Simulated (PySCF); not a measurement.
# C5H4BrN (2-Bromopyridine): the cost of one run

Programs: PySCF 2.14.0, with routines of our own; each step states its level. All values are computed. Atoms count from 0.

## (1) The starting structure

11 atoms, charge 0, multiplicity 1; geometry from: GFN2-xTB.

## (2) Relaxing the molecule at PBE0-D3(BJ)/def2-SVP

What the job is given:

```
{"job": {"xc": "PBE0", "basis": "def2-SVP", "d3": "d3bj", "grid": 1, "maxiter": 30, "shake": 0.01, "kind": "geom"}, "charge": 0, "multiplicity": 1}
Br     2.857740    -1.622570    -0.124210
C      1.136870    -0.743030    -0.056400
C      1.053290     0.644610    -0.053960
C     -0.156870     1.212750     0.006730
C     -1.304860     0.373510     0.044330
C     -1.103560    -0.986130     0.037520
N      0.112410    -1.538980    -0.013310
H      1.984450     1.252100    -0.085500
H     -0.305950     2.289790     0.038460
H     -2.302300     0.784930     0.109630
H     -1.933110    -1.692810     0.081040
```

The run is started by

```sh
$ OMP_NUM_THREADS=1 python heavy_run.py task.json out
```

The driver reads the jobs from task.json and runs them one after another.

**Question.** How long does this first job take on 1 thread of Intel Xeon Platinum 8488C, shared host, and how much memory does it need?

About 85 s, with a peak of 0.53 GiB.
